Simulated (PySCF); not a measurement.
Crystal: NAlCl2H2, in a box.

```
CELL_PARAMETERS angstrom
12.00000 0.00000 0.00000
0.00000 13.00000 0.00000
0.00000 0.00000 12.00000
ATOMIC_POSITIONS crystal
N 0.46551 0.59195 0.48452
Al 0.48779 0.45958 0.49599
Cl 0.60861 0.40351 0.60467
Cl 0.39355 0.35764 0.40100
H 0.50782 0.64559 0.52772
H 0.40870 0.62445 0.43385
```

Base run:

```yaml
Program: PySCF 2.14.0
Functional: BLYP
Potentials_or_basis: def2-svp (all-electron)
k_mesh: 1 × 1 × 1
Occupations: fixed
Spin: no spin polarisation
```

Its results: gap between the frontier levels 5.09 eV.

**Question.** The run is repeated on the same cell with these changes: functional from BLYP to r2SCANh. What comes out?

**Answer.** Gap between the frontier levels 6.80 eV.

r2SCANh gives the wider gap, since exact exchange removes part of the self-interaction.

Caveats: this is a molecule in a periodic box at the Γ point, so its band gap is the HOMO-LUMO gap; the basis of atomic orbitals isn't converged, which shifts pressures, moduli and gaps.

A k mesh can miss the band edges.

Not every run made on this cell is shown here.
